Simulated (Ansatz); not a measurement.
# H9InOSi2: small, medium and large basis sets

One table from this session's results is given with a row withheld; the runs are named, their logs left out.

The runs use Ansatz 0.2.0, Gaussian basis; one geometry, several basis sets.

Levels to be run: PBE0-D4/def2-SVP; ωB97M-V/def2-SVP; PBE0-D4/def2-QZVPP; ωB97M-V/def2-QZVPP; the functionals' def2-TZVPP values are taken from earlier runs.

### The relaxed structure

An earlier PBE0-D4 in a triple-zeta def2 set relaxation fixed the geometry. In takes the def2 core potential; no spin-orbit term is included.

SMILES `[SiH3][O+]([SiH3])[InH3-]`, 13 atoms, charge 0, spin multiplicity 1.

Atoms are counted from 1 here; the program's logs count them from 0.

Bond lengths: Si1–O2 1.669 Å, Si1–H5 1.481 Å, Si1–H6 1.485 Å, Si1–H7 1.479 Å, O2–Si3 1.670 Å, O2–In4 2.486 Å, Si3–H8 1.480 Å, Si3–H9 1.485 Å, Si3–H10 1.479 Å, In4–H11 1.732 Å, In4–H12 1.732 Å, In4–H13 1.726 Å. Angles: O2–Si1–H5 109.4°, O2–Si1–H6 107.8°, O2–Si1–H7 107.4°, H5–Si1–H6 110.1°, H5–Si1–H7 111.1°, H6–Si1–H7 110.9°, Si1–O2–Si3 132.7°, Si1–O2–In4 113.3°, Si3–O2–In4 113.3°, O2–Si3–H8 109.4°, O2–Si3–H9 107.6°, O2–Si3–H10 107.7°, H8–Si3–H9 110.1°, H8–Si3–H10 111.2°, H9–Si3–H10 110.9°, O2–In4–H11 91.3°, O2–In4–H12 90.8°, O2–In4–H13 97.3° and more.

The first run:

in.yaml reads:

```yaml
crystal:
  periodic: [false, false, false]
  atoms:
    - {symbol: Si, position_ang: [-0.523353, 1.426629, -0.963151]}
    - {symbol: O, position_ang: [0.050810, 0.277864, 0.103058]}
    - {symbol: Si, position_ang: [0.303114, 0.289720, 1.753459]}
    - {symbol: In, position_ang: [0.272439, -1.981576, -0.909791]}
    - {symbol: H, position_ang: [-1.988889, 1.273698, -1.109729]}
    - {symbol: H, position_ang: [-0.204112, 2.764349, -0.404115]}
    - {symbol: H, position_ang: [0.165515, 1.215243, -2.254250]}
    - {symbol: H, position_ang: [-0.866249, -0.311064, 2.433857]}
    - {symbol: H, position_ang: [0.465225, 1.705215, 2.172042]}
    - {symbol: H, position_ang: [1.533653, -0.483866, 2.024430]}
    - {symbol: H, position_ang: [-1.027461, -1.661311, -2.008106]}
    - {symbol: H, position_ang: [-0.067944, -2.725264, 0.616918]}
    - {symbol: H, position_ang: [1.907652, -1.824435, -1.439820]}
basis:
  gaussian: {orbitals: def2-SVP}
hamiltonian: {xc: pbe0, dispersion: d4}
output: {orbitals: {seedname: orbitals}}
```

The run is started by

```bash
$ ansatz run in.yaml --threads 4 --pin off --events-out ev --progress --plain --max-ram 10444MiB
```

Steps of the session up to this table: PBE0-D4 in def2-SVP; ωB97M-V in def2-SVP; PBE0-D4 in def2-QZVPP; ωB97M-V in def2-QZVPP.

One of the session's tables, all rows but one given; the rest of the session is left out.

It belongs to the step «Density functionals: the series». 

| functional | basis | HOMO (eV) |
| --- | --- | --- |
| PBE0-D4 | def2-SVP | -7.64 |
| PBE0-D4 | def2-TZVPP | -7.72 |
| PBE0-D4 | def2-QZVPP | -7.73 |
| ωB97M-V | def2-SVP | ? |
| ωB97M-V | def2-TZVPP | -9.94 |
| ωB97M-V | def2-QZVPP | -9.95 |

Q: Estimate the row for ωB97M-V, def2-SVP from the others.

The run gave: HOMO (eV): -9.80. In the column «HOMO (eV)» it lies between ωB97M-V, def2-TZVPP (-9.94) and PBE0-D4, def2-QZVPP (-7.73).
